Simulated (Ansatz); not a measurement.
# MoS2: the cost of one run

Method: DFT LDA, scalar-relativistic, plane waves, PAW, in Ansatz 0.2.0.

2 further runs of the same task are left out: 1 that didn't finish, 1 set aside as unsound or not needed. Runs told in other sessions of the task aren't counted.

## 1. The system as given

It takes space group P6_3/mmc (No. 194, hexagonal). The conventional cell has a = 3.122 Å, b = 3.122 Å, c = 12.079 Å, α = 90.00°, β = 90.00°, γ = 120.00°. Mo (site symmetry -6m2) has 6 S at 2.38 Å in its first shell of neighbours. S (site symmetry 3m) is surrounded by 3 Mo at 2.38 Å.

Structure file:

```
Mo S
1.0
     3.12220    0.00000    0.00000
    -1.56110    2.70390    0.00000
     0.00000    0.00000   12.07944
Mo S
2 4
Direct
  0.66667 0.33333 0.25000
  0.33333 0.66667 0.75000
  0.66667 0.33333 0.62134
  0.33333 0.66667 0.37866
  0.66667 0.33333 0.87866
  0.33333 0.66667 0.12134
```

It goes back to an entry of the Materials Project.

This cell was relaxed beforehand with the same method: volume 17.00 Å³/atom, gap on the mesh 0.73 eV.

## 2. The bulk's band edges

input.yaml

```yaml
crystal:
  lattice:
    - [3.12219523, 2.8e-09, 0.0]
    - [-1.5610976174, 2.7039003833, 0.0]
    - [0.0, 0.0, 12.0794414699]
  atoms:
    - { symbol: Mo, position: [0.6666666667, 0.3333333333, 0.25] }
    - { symbol: Mo, position: [0.3333333333, 0.6666666667, 0.75] }
    - { symbol: S, position: [0.6666666667, 0.3333333333, 0.6213370735] }
    - { symbol: S, position: [0.3333333333, 0.6666666667, 0.3786629265] }
    - { symbol: S, position: [0.6666666667, 0.3333333333, 0.8786629265] }
    - { symbol: S, position: [0.3333333333, 0.6666666667, 0.1213370735] }
basis:
  ecutwfc: 420
kpoints:
  mp_grid: { grid: [12, 12, 4] }
  band_path: { path: [VBM, CBM], npoints: 2 }
hamiltonian:
  xc: lda
scf:
  occupations: { method: gaussian, width: 0.02 }
output:
  forces: true
  stress: true
  eigenvalues: true
```

Started as:

```
ansatz run input.yaml --threads 8 --pin off --max-ram 28672MiB --backend cpu --events-out ev --progress --plain --runs-dir out
```

What time and memory should one allow on 8 threads of Intel Xeon 6975P-C (Granite Rapids), shared host?

About 1.6 s, with a peak of 0.62 GiB.
